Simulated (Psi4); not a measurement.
# UCAM-B3LYP/3-21G run of SnH3O2 (SMILES [OH][SnH][OH])

Aim: molecular dynamics of SnH3O2. Input form: an ASE script.

Program for the calculation: Psi4 1.11.

## (1) The molecule

SnH3O2: 6 atoms, total charge 0, spin state doublet. SMILES: `[OH][SnH][OH]`. The shape is that of a PBE0-D4/def2-TZVP optimisation. This is one conformer, not always the lowest. The run starts from this shape.

Bond lengths: O1–Sn2 1.978 Å, Sn2–O3 1.963 Å, O1–H4 0.960 Å, Sn2–H5 1.748 Å, O3–H6 0.962 Å. Angles: O1–Sn2–O3 99.7°, O1–Sn2–H5 110.6°, O3–Sn2–H5 104.3°, Sn2–O1–H4 115.0°, Sn2–O3–H6 112.0°.

## (2) Molecular dynamics at UCAM-B3LYP/3-21G

Input file run.py:

```python
import numpy as np
from ase.calculators.psi4 import Psi4
from ase import Atoms
from ase import units
from ase.md.velocitydistribution import MaxwellBoltzmannDistribution, Stationary
from ase.md.verlet import VelocityVerlet

mol = Atoms(['O', 'Sn', 'O', 'H', 'H', 'H'], positions=[
    [-1.248300, -0.684700, -0.233400],
    [0.417000, 0.302500, -0.639600],
    [1.413900, -0.038300, 1.016700],
    [-1.852000, -0.783400, -0.973600],
    [0.128600, 2.026100, -0.624300],
    [1.182700, -0.886000, 1.408100],
])
calc = Psi4(atoms=mol, method='cam-b3lyp', basis='3-21G', memory='1600MB', num_threads=1, charge=0, multiplicity=2, label='psi4-calc', reference='uks')
calc.psi4.set_options({'scf_type': 'pk'})
mol.calc = calc

MaxwellBoltzmannDistribution(mol, temperature_K=1000.0, rng=np.random.default_rng(329))
Stationary(mol)
dyn = VelocityVerlet(mol, 0.25 * units.fs)
def show():
    ep, ek = mol.get_potential_energy(), mol.get_kinetic_energy()
    print(f'step {dyn.nsteps:3d}  Epot {ep:14.6f}  Ekin {ek:9.6f}  Etot {ep + ek:14.6f} eV  T {mol.get_temperature():7.1f} K')
dyn.attach(show)
dyn.run(15)
```

Command:

```sh
$ python run.py
```

psi4-calc.dat:

```text
gradient() will perform analytic gradient computation.

   => Loading Basis Set <=

    Name: 3-21G
    Role: ORBITAL
    Keyword: BASIS

         ---------------------------------------------------------
                                   SCF
                              UKS Reference
                        1 Threads,   1525 MiB Core
         ---------------------------------------------------------

  ==> Geometry <==

    Molecular point group: c1
    Full point group: C1

    Geometry (in Angstrom), charge = 0, multiplicity = 2:

       Center              X                  Y                   Z               Mass
    ------------   -----------------  -----------------  -----------------  -----------------
         O           -1.575398355486    -0.834951859732     0.158645142259    15.994914619570
         SN           0.082619889466     0.140812564115    -0.222490784384   119.902201630000
         O            1.069575528910    -0.219421529743     1.443143637323    15.994914619570
         H           -2.343955370721    -0.924310209864    -0.566866926752     1.007825032230
         H           -0.428194409729     2.012192983966    -0.332717433827     1.007825032230
         H            0.970533762160    -1.106858401936     1.948040281263     1.007825032230

  Running in c1 symmetry.

  Rotational constants: A =      0.34277  B =      0.20163  C =      0.13278 [cm^-1]
  Rotational constants: A =  10276.01765  B =   6044.85530  C =   3980.79191 [MHz]
  Nuclear repulsion =  273.773536807912478

  Charge       = 0
  Multiplicity = 2
  Electrons    = 69
  Nalpha       = 35
  Nbeta        = 34

  ==> Algorithm <==

  SCF Algorithm Type is PK.
  DIIS enabled.
  MOM disabled.
  Fractional occupation disabled.
  Guess Type is SAD.
  Energy threshold   = 1.00e-08
  Density threshold  = 1.00e-08
  Integral threshold = 1.00e-12

  ==> Primary Basis <==

  Basis Set: 3-21G
    Blend: 3-21G
    Number of shells: 29
    Number of basis functions: 57
    Number of Cartesian functions: 57
    Spherical Harmonics?: false
    Max angular momentum: 2

  ==> DFT Potential <==

   => LibXC <=

    Version 7.1.2

   => Composite Functional: CAM-B3LYP <=

    CAM-B3LYP Hyb-GGA Exchange-Correlation Functional

    Deriv               =              1
    GGA                 =           TRUE
    Meta                =          FALSE

    Exchange Hybrid     =           TRUE
    MP2 Hybrid          =          FALSE

   => Exchange Functionals <=

    0.3500         Becke 88 [omega = 0.3300]
    0.4600   Short-range recipe for B88 functional - erf [omega = 0.3300]

   => Exact (HF) Exchange <=

    0.4600            HF,LR [omega = 0.3300]
    0.1900               HF

   => Correlation Functionals <=

    0.1900   Vosko, Wilk & Nusair (VWN5)
    0.8100   Lee, Yang & Parr

   => LibXC Density Thresholds  <==

    XC_HYB_GGA_XC_CAM_B3LYP:  1.00E-14

   => Molecular Quadrature <=

    Radial Scheme          =       TREUTLER
    Pruning Scheme         =           NONE
    Nuclear Scheme         =       TREUTLER

    Blocking Scheme        =         OCTREE
    BS radius alpha        =              1
    Pruning alpha          =              1
    Radial Points          =             75
    Spherical Points       =            302
    Total Points           =         130775
    Total Blocks           =           1026
    Max Points             =            256
    Max Functions          =             55
    Weights Tolerance      =       1.00E-15

  ==> Integral Setup <==

  Using in-core PK algorithm.
   Calculation information:
      Number of atoms:                   6
      Number of AO shells:              29
      Number of primitives:             60
      Number of atomic orbitals:        57
      Number of basis functions:        57

      Integral cutoff                 1.00e-12
      Number of threads:                 1

  Performing in-core PK
  Using 4101093 doubles for integral storage.
  We computed 79308 shell quartets total.
  Whereas there are 94830 unique shell quartets.

  Computing range-separated integrals for PK
  We computed 79308 wK shell quartets total.
  Whereas there are 94830 wK unique shell quartets.

  ==> DiskJK: Disk-Based J/K Matrices <==

    J tasked:                  Yes
    K tasked:                  Yes
    wK tasked:                 Yes
    Omega:               3.300E-01
    Memory [MiB]:             1007
    Schwarz Cutoff:          1E-12

  Cached 100.0% of DFT collocation blocks in 0.133 [GiB].

  Minimum eigenvalue in the overlap matrix is 1.2678495759E-03.
  Reciprocal condition number of the overlap matrix is 3.1110221596E-04.
    Using symmetric orthogonalization.

  ==> Pre-Iterations <==

  SCF Guess: Superposition of Atomic Densities via on-the-fly atomic UHF (no occupation information).

   -------------------------
    Irrep   Nso     Nmo
   -------------------------
     A         57      57
   -------------------------
    Total      57      57
   -------------------------

  ==> Iterations <==

                        Total Energy        Delta E     RMS |[F,P]|

   @UKS iter SAD: -6145.49625618027312   -6.14550e+03   0.00000e+00
   @UKS iter   1: -6150.47497481348455   -4.97872e+00   1.46271e-02 ADIIS/DIIS
   @UKS iter   2: -6150.60693757474746   -1.31963e-01   1.20799e-02 ADIIS/DIIS
   @UKS iter   3: -6150.76436836445373   -1.57431e-01   4.56434e-03 ADIIS/DIIS
   @UKS iter   4: -6150.78910388403074   -2.47355e-02   4.08385e-04 ADIIS/DIIS
   @UKS iter   5: -6150.78946587498376   -3.61991e-04   7.96089e-05 DIIS
   @UKS iter   6: -6150.78950379695561   -3.79220e-05   3.01955e-05 DIIS
   @UKS iter   7: -6150.78951101912116   -7.22217e-06   2.79226e-05 DIIS
   @UKS iter   8: -6150.78951283344486   -1.81432e-06   7.33508e-06 DIIS
   @UKS iter   9: -6150.78951338052957   -5.47085e-07   2.17351e-06 DIIS
   @UKS iter  10: -6150.78951346601389   -8.54843e-08   7.20742e-07 DIIS
   @UKS iter  11: -6150.78951347654038   -1.05265e-08   2.96433e-07 DIIS
   @UKS iter  12: -6150.78951347764178   -1.10140e-09   7.50594e-08 DIIS
   @UKS iter  13: -6150.78951347769998   -5.82077e-11   1.97429e-08 DIIS
   @UKS iter  14: -6150.78951347769726    2.72848e-12   7.17207e-09 DIIS
  Energy and wave function converged.

  ==> Post-Iterations <==

   Electrons on quadrature grid:
      Nalpha   =   35.0000028354 ; deviation = 2.835e-06
      Nbeta    =   34.0000013286 ; deviation = 1.329e-06
      Ntotal   =   69.0000041640 ; deviation = 4.164e-06

   @Spin Contamination Metric:   1.221935639E-02
   @S^2 Expected:                7.500000000E-01
   @S^2 Observed:                7.622193564E-01
   @S   Expected:                5.000000000E-01
   @S   Observed:                5.000000000E-01

    Orbital Energies [Eh]
    ---------------------

    Alpha Occupied:

       1A   -1024.740410     2A   -152.102276     3A   -141.760295
       4A   -141.760180     5A   -141.759856     6A    -29.665113
       7A    -25.304871     8A    -25.303581     9A    -25.303001
      10A    -19.082609    11A    -19.079509    12A    -17.931629
      13A    -17.931359    14A    -17.930579    15A    -17.930173
      16A    -17.929563    17A     -4.851164    18A     -3.395140
      19A     -3.392793    20A     -3.391796    21A     -1.191690
      22A     -1.184361    23A     -1.176732    24A     -1.176540
      25A     -1.174529    26A     -1.016484    27A     -0.995233
      28A     -0.573653    29A     -0.505056    30A     -0.443150
      31A     -0.391734    32A     -0.359438    33A     -0.348132
      34A     -0.335205    35A     -0.253401

    Alpha Virtual:

      36A      0.045275    37A      0.067715    38A      0.093860
      39A      0.179751    40A      0.199389    41A      0.267664
      42A      0.276859    43A      0.356574    44A      0.360384
      45A      0.993425    46A      1.030090    47A      1.093110
      48A      1.502058    49A      1.553173    50A      1.598684
      51A      1.610148    52A      1.735272    53A      1.822289
      54A      2.658369    55A      2.697669    56A      2.860630
      57A    207.805958

    Beta Occupied:

       1A   -1024.739949     2A   -152.101879     3A   -141.759950
       4A   -141.759659     5A   -141.759498     6A    -29.664487
       7A    -25.303798     8A    -25.303144     9A    -25.302662
      10A    -19.078916    11A    -19.075524    12A    -17.931107
      13A    -17.930876    14A    -17.930006    15A    -17.929709
      16A    -17.929258    17A     -4.849389    18A     -3.392871
      19A     -3.391598    20A     -3.390467    21A     -1.189190
      22A     -1.181690    23A     -1.174653    24A     -1.173831
      25A     -1.172674    26A     -1.006719    27A     -0.985658
      28A     -0.564044    29A     -0.500622    30A     -0.420043
      31A     -0.363719    32A     -0.341650    33A     -0.333060
      34A     -0.315254

    Beta Virtual:

      35A     -0.072859    36A      0.057328    37A      0.073264
      38A      0.123740    39A      0.182865    40A      0.203038
      41A      0.269133    42A      0.288048    43A      0.362021
      44A      0.366444    45A      0.994011    46A      1.030256
      47A      1.137861    48A      1.512703    49A      1.563942
      50A      1.605201    51A      1.619631    52A      1.740847
      53A      1.826562    54A      2.666166    55A      2.703072
      56A      2.868165    57A    207.806605

    Final Occupation by Irrep:
              A
    DOCC [    34 ]
    SOCC [     1 ]
    NA   [    35 ]
    NB   [    34 ]

  @UKS Final Energy: -6150.78951347769726

   => Energetics <=

    Nuclear Repulsion Energy =            273.7735368079124783
    One-Electron Energy =               -9029.6525712202783325
    Two-Electron Energy =                2745.4545024450112578
    DFT Exchange-Correlation Energy =    -140.3649815103431138
    Empirical Dispersion Energy =           0.0000000000000000
    VV10 Nonlocal Energy =                  0.0000000000000000
    Total Energy =                      -6150.7895134776990744

  UHF NO Occupations:
  HONO-2 :   33  A 1.9986488
  HONO-1 :   34  A 1.9959566
  HONO-0 :   35  A 1.0000000
  LUNO+0 :   36  A 0.0040434
  LUNO+1 :   37  A 0.0013512
  LUNO+2 :   38  A 0.0006765
  LUNO+3 :   39  A 0.0000176

Computation Completed

Properties will be evaluated at   0.000000,   0.000000,   0.000000 [a0]

Properties computed using the SCF density matrix

 Multipole Moments:

 ------------------------------------------------------------------------------------
     Multipole            Electronic (a.u.)      Nuclear  (a.u.)        Total (a.u.)
 ------------------------------------------------------------------------------------

 L = 1.  Multiply by 2.5417464519 to convert [e a0] to [Debye]
 Dipole X            :          2.9454536           -3.2450456           -0.2995920
 Dipole Y            :          2.1837296           -2.6708152           -0.4870856
 Dipole Z            :         -5.9191356            5.1744990           -0.7446366
 Magnitude           :                                                    0.9388777

 ------------------------------------------------------------------------------------

	total time  =          5 seconds =       0.08 minutes

         ------------------------------------------------------------
                                   SCF GRAD
         ------------------------------------------------------------

  ==> Geometry <==

    Molecular point group: c1
    Full point group: C1

    Geometry (in Angstrom), charge = 0, multiplicity = 2:

       Center              X                  Y                   Z               Mass
    ------------   -----------------  -----------------  -----------------  -----------------
         O           -1.575398355486    -0.834951859732     0.158645142259    15.994914619570
         SN           0.082619889466     0.140812564115    -0.222490784384   119.902201630000
         O            1.069575528910    -0.219421529743     1.443143637323    15.994914619570
         H           -2.343955370721    -0.924310209864    -0.566866926752     1.007825032230
         H           -0.428194409729     2.012192983966    -0.332717433827     1.007825032230
         H            0.970533762160    -1.106858401936     1.948040281263     1.007825032230

  Nuclear repulsion =  273.773536807912478

  ==> Basis Set <==

  Basis Set: 3-21G
    Blend: 3-21G
    Number of shells: 29
    Number of basis functions: 57
    Number of Cartesian functions: 57
    Spherical Harmonics?: false
    Max angular momentum: 2

  ==> DirectJKGrad: Integral-Direct SCF Gradients <==

    Gradient:                    1
    J tasked:                  Yes
    K tasked:                  Yes
    wK tasked:                 Yes
    Omega:               3.300E-01
    Integrals threads:           1
    Schwarz Cutoff:          1E-12

  ==> DFT Potential <==

   => LibXC <=

    Version 7.1.2

   => Composite Functional: CAM-B3LYP <=

    CAM-B3LYP Hyb-GGA Exchange-Correlation Functional

    Deriv               =              1
    GGA                 =           TRUE
    Meta                =          FALSE

    Exchange Hybrid     =           TRUE
    MP2 Hybrid          =          FALSE

   => Exchange Functionals <=

    0.3500         Becke 88 [omega = 0.3300]
    0.4600   Short-range recipe for B88 functional - erf [omega = 0.3300]

   => Exact (HF) Exchange <=

    0.4600            HF,LR [omega = 0.3300]
    0.1900               HF

   => Correlation Functionals <=

    0.1900   Vosko, Wilk & Nusair (VWN5)
    0.8100   Lee, Yang & Parr

   => LibXC Density Thresholds  <==

    XC_HYB_GGA_XC_CAM_B3LYP:  1.00E-14

   => Molecular Quadrature <=

    Radial Scheme          =       TREUTLER
    Pruning Scheme         =           NONE
    Nuclear Scheme         =       TREUTLER

    Blocking Scheme        =         OCTREE
    BS radius alpha        =              1
    Pruning alpha          =              1
    Radial Points          =             75
    Spherical Points       =            302
    Total Points           =         130775
    Total Blocks           =           1026
    Max Points             =            256
    Max Functions          =             55
    Weights Tolerance      =       1.00E-15

  -Total Gradient:
     Atom            X                  Y                   Z
    ------   -----------------  -----------------  -----------------
       1        0.037538522099     0.008067493735     0.031487212983
       2        0.005611245243    -0.018339264699    -0.000951613446
       3        0.005013475749     0.017435722222    -0.009596499934
       4       -0.038356077413    -0.005721570457    -0.033532674146
       5       -0.009767954155     0.022666770975    -0.004419324169
       6       -0.000121587949    -0.024209866701     0.016902643619

	total time  =          1 seconds =       0.02 minutes
```

On the terminal:

```text
step   0  Epot -167371.746041  Ekin  0.701104  Etot -167371.044937 eV  T   904.0 K
step   1  Epot -167371.765735  Ekin  0.720725  Etot -167371.045009 eV  T   929.3 K
step   2  Epot -167371.778809  Ekin  0.733774  Etot -167371.045036 eV  T   946.1 K
step   3  Epot -167371.784220  Ekin  0.739202  Etot -167371.045017 eV  T   953.1 K
step   4  Epot -167371.781579  Ekin  0.736618  Etot -167371.044961 eV  T   949.8 K
step   5  Epot -167371.771110  Ekin  0.726233  Etot -167371.044876 eV  T   936.4 K
step   6  Epot -167371.753546  Ekin  0.708774  Etot -167371.044772 eV  T   913.9 K
step   7  Epot -167371.730023  Ekin  0.685365  Etot -167371.044658 eV  T   883.7 K
step   8  Epot -167371.701959  Ekin  0.657418  Etot -167371.044541 eV  T   847.7 K
step   9  Epot -167371.670940  Ekin  0.626511  Etot -167371.044428 eV  T   807.8 K
step  10  Epot -167371.638613  Ekin  0.594288  Etot -167371.044325 eV  T   766.3 K
step  11  Epot -167371.606591  Ekin  0.562356  Etot -167371.044235 eV  T   725.1 K
step  12  Epot -167371.576358  Ekin  0.532197  Etot -167371.044160 eV  T   686.2 K
step  13  Epot -167371.549196  Ekin  0.505092  Etot -167371.044104 eV  T   651.3 K
step  14  Epot -167371.526116  Ekin  0.482048  Etot -167371.044068 eV  T   621.5 K
step  15  Epot -167371.507806  Ekin  0.463753  Etot -167371.044053 eV  T   598.0 K
```

Wall time 89 s (1 thread of Intel Xeon 6975P-C (Granite Rapids), shared host); peak memory 0.65 GiB.

Steps, from the record of the run:

```tsv
step	potential energy change (eV)	largest force (eV/Å)
0	0.0000	1.5509
1	-0.0197	1.4896
2	-0.0328	1.3735
3	-0.0382	1.2315
4	-0.0355	1.0751
5	-0.0251	0.9901
6	-0.0075	1.3750
7	0.0160	1.7094
8	0.0441	1.9925
9	0.0751	2.2250
10	0.1074	2.4084
11	0.1394	2.5445
12	0.1697	2.6346
13	0.1968	2.6798
14	0.2199	2.6805
15	0.2382	2.6363
```

## (3) Results

At UCAM-B3LYP/3-21G:

| quantity | value |
| --- | --- |
| potential energy of the last frame | -6150.78951 Eh |

**Reading.** Relativity is left out although the molecule holds a heavy atom.
